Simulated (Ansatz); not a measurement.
**PbCl4 in a box, plane waves**

Ansatz 0.2.0, DFT PBE, spin-orbit coupling, plane waves, PAW, molecule in a box. The geometry was relaxed with Gaussian bases (PBE0; Pb def2-SVP with ECP60, Cl def2-SVP).

```yaml
crystal:
  lattice:
    - [12.93, 0.0, 0.0]
    - [0.0, 12.93, 0.0]
    - [0.0, 0.0, 11.8]
  atoms:
    - { symbol: Pb, position: [0.50001005, 0.50001005, 0.50004153] }
    - { symbol: Cl, position: [0.65199227, 0.50001005, 0.61872712] }
    - { symbol: Cl, position: [0.50001005, 0.65199227, 0.38135593] }
    - { symbol: Cl, position: [0.34802784, 0.50001005, 0.61872712] }
    - { symbol: Cl, position: [0.50001005, 0.34802784, 0.38135593] }
basis:
  ecutwfc: 420
  ecutrho_ratio: 4
kpoints:
  mp_grid: { grid: [1, 1, 1] }
hamiltonian:
  xc: pbe
scf:
  occupations: { method: gaussian, width: 0.01 }
output:
  forces: true
  eigenvalues: true
  populations: true
  write_density: true
  write_potential: true
  elf: true
  volumetric_format: npy
magnetization:
  noncollinear: true
  spin_orbit: true
```

Command:
```sh
ansatz run input.yaml --threads 2 --pin off --max-ram 5120MiB --backend cpu --events-out ev --progress --plain --runs-dir out
```
It took 25 s on 2 threads of Arm Neoverse V1 (shared host), peak memory 2.3 GiB.

(1) How does the SCF go?

(2) Which levels lie next to the highest filled one (eV, counted from it)?

(3) What forces are left at this geometry, relaxed with Gaussian bases (eV/Å)?

The highest of the empty levels listed lie near the vacuum level and may be states of the box.

The forces come from the other functional as well as from the basis.

Answers

(1) 
```
SCF iter   1: F=—  HF=-16267.081205 eV  |F-HF|=—  |Δ(HF+E_count)|=         —  Δρ=9.76e-3
preconditioner: auto → Resta (q_TF=auto, 1.436 Å⁻¹)  ε∞=1.2  [insulator: Δε(μ)=3.313 eV  Ē_g=11.871 eV  σ=0.010 eV  W_gap=1.00  n_
spin=Noncollinear: Resta preconditioning applied to the charge; magnetization (m_x, m_y, m_z) channels mix plain (no charge-respon
SCF iter   2: F=—  HF=-16266.162408 eV  |F-HF|=—  |Δ(HF+E_count)|=   9.19e-1  Δρ=5.74e-3
SCF iter   3: F=—  HF=-16266.027570 eV  |F-HF|=—  |Δ(HF+E_count)|=   1.35e-1  Δρ=2.58e-3
SCF iter   4: F=—  HF=-16266.020132 eV  |F-HF|=—  |Δ(HF+E_count)|=   7.44e-3  Δρ=4.90e-4
SCF iter   5: F=—  HF=-16266.020692 eV  |F-HF|=—  |Δ(HF+E_count)|=   5.60e-4  Δρ=1.11e-4
SCF iter   6: F=—  HF=-16266.020748 eV  |F-HF|=—  |Δ(HF+E_count)|=   5.60e-5  Δρ=1.68e-5
SCF iter   7: F=—  HF=-16266.020720 eV  |F-HF|=—  |Δ(HF+E_count)|=   2.87e-5  Δρ=2.59e-6
SCF iter   8: F=-16266.020720 eV  HF=-16266.020720 eV  |F-HF|=2.34e-9  |Δ(HF+E_count)|=   5.89e-8  Δρ=4.83e-7
```

(2) Filled: -0.16, -0.16, -0.16, -0.16, -0.07, -0.07, 0.00, 0.00, 0.00, 0.00. Empty: 2.54, 2.54, 6.03, 6.03, 7.22, 7.22, 7.24, 7.24.

(3) 
```
Pb   0.00  0.00  0.00
Cl  -0.01  0.00 -0.02
Cl   0.00 -0.01  0.02
Cl   0.01  0.00 -0.02
Cl   0.00  0.01  0.02
```
